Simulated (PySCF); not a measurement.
# BeGa: spin, charge, geometry and surroundings

How does BeGa answer to another spin, charge, distance or environment?

Computed with PySCF 2.14.0. Level: each script names its method and basis.

4 further runs of the same task are left out: 4 that didn't finish.

## 1. The starting structure

BeGa: 2 atoms, charge 0, spin multiplicity 2.

Bond lengths: Be1–Ga2 2.165 Å.

## 2. The base run

input.py reads:

```python
from pyscf import gto, scf
from pyscf.prop.polarizability import uhf as pol

mol = gto.M(
    atom='Be 0 0 0; Ga 0 0 2.165',
    basis='ano-rcc-vdzp',
    charge=0,
    spin=1,
    verbose=4,
)
mf = scf.UHF(mol)
mf = mf.sfx2c1e()
mf.kernel()
print('polarizability (a.u.)')
print(pol.Polarizability(mf).polarizability().round(4))
mf.dip_moment()
print('orbital energies (hartree):', [e[max(0, n-3):n+3].round(4) for e, n in zip(mf.mo_energy, mol.nelec)])
```

On the command line:

```sh
python input.py
```

Its log is not repeated here.

It gives: E(SCF) = -1956.744448 Eh, 14 cycles, ⟨S²⟩ = 0.756, μ = 0.92 D, α(xx, yy, zz) = -12.7, 39.1, 133.8 bohr³.

The bond length is a typed value, not an optimised one.

## 3. Bond 2.706 Å

Edit 1 changes bond length: 2.165 Å → 2.706 Å.

input.py reads:

```python
from pyscf import gto, scf
from pyscf.prop.polarizability import uhf as pol

mol = gto.M(
    atom='Be 0 0 0; Ga 0 0 2.706',
    basis='ano-rcc-vdzp',
    charge=0,
    spin=1,
    verbose=4,
)
mf = scf.UHF(mol)
mf = mf.sfx2c1e()
mf.kernel()
print('polarizability (a.u.)')
print(pol.Polarizability(mf).polarizability().round(4))
mf.dip_moment()
print('orbital energies (hartree):', [e[max(0, n-3):n+3].round(4) for e, n in zip(mf.mo_energy, mol.nelec)])
```

On the command line:

```sh
python input.py
```

## 4. PCM, ε = 32.6

Edit 2 changes solvent: none (gas phase) → PCM, ε = 32.6; step after the SCF: polarizability → analyze.

input.py reads:

```python
from pyscf import gto, scf, solvent

mol = gto.M(
    atom='Be 0 0 0; Ga 0 0 2.165',
    basis='ano-rcc-vdzp',
    charge=0,
    spin=1,
    verbose=4,
)
mf = scf.UHF(mol)
mf = mf.sfx2c1e()
mf = solvent.PCM(mf)
mf.with_solvent.eps = 32.6
mf.kernel()
mf.analyze()
print('orbital energies (hartree):', [e[max(0, n-3):n+3].round(4) for e, n in zip(mf.mo_energy, mol.nelec)])
```

## 5. Bond 2.23 Å

Edit 3 changes bond length: 2.165 Å → 2.23 Å.

input.py, as its differences from that of step 2:

```diff
@@ -4,3 +4,3 @@
 mol = gto.M(
-    atom='Be 0 0 0; Ga 0 0 2.165',
+    atom='Be 0 0 0; Ga 0 0 2.23',
     basis='ano-rcc-vdzp',
```

## 6. Electric field -0.01 a.u.

Edit 4 changes electric field: none → -0.01 a.u.

input.py, as its differences from that of step 2:

```diff
@@ -12,2 +12,7 @@
 mf = mf.sfx2c1e()
+field = -0.01  # electric field along z, atomic units
+h = mf.get_hcore() + field*mol.intor('int1e_r')[2]
+mf.get_hcore = lambda *args: h
+e_nuc = mol.energy_nuc() - field*mol.atom_charges() @ mol.atom_coords()[:, 2]
+mf.energy_nuc = lambda *args: e_nuc
 mf.kernel()
```

## 7. Bond 2.013 Å

Edit 5 changes bond length: 2.165 Å → 2.013 Å.

input.py, as its differences from that of step 2:

```diff
@@ -4,3 +4,3 @@
 mol = gto.M(
-    atom='Be 0 0 0; Ga 0 0 2.165',
+    atom='Be 0 0 0; Ga 0 0 2.013',
     basis='ano-rcc-vdzp',
```

## 8. Quartet

Edit 6 changes spin (2S): 1 → 3.

input.py, as its differences from that of step 2:

```diff
@@ -7,3 +7,3 @@
     charge=0,
-    spin=1,
+    spin=3,
     verbose=4,
```

Q: Predict the outcome of this session. Wanted: for each run, E(SCF); from base; gap, α spin; SCF dipole.

The runs gave:

```
                      run  E(SCF) (hartree)  from base (eV)  cycles  gap, α spin (eV)  SCF dipole (D)
                     base      -1956.744448               0      14              6.39            0.92
             bond 2.706 Å      -1956.757235         -0.3480      14              6.06            0.70
            PCM, ε = 32.6      -1956.751160         -0.1827      15              6.65            4.03
              bond 2.23 Å      -1956.748278         -0.1042      14              6.31            0.85
electric field -0.01 a.u.      -1956.754691         -0.2787      14              6.36            4.26
             bond 2.013 Å      -1956.729450         +0.4081      13              6.64            1.09
                  quartet      -1956.733326         +0.3026      15              6.41            0.23
```

Of the runs whose energies can be compared, “bond 2.013 Å” moves the SCF energy most (+0.408 eV). A continuum solvent with ε = 32.6 lowers the energy by 0.183 eV. The quartet solution found lies 0.30 eV above the base doublet at this geometry and level.
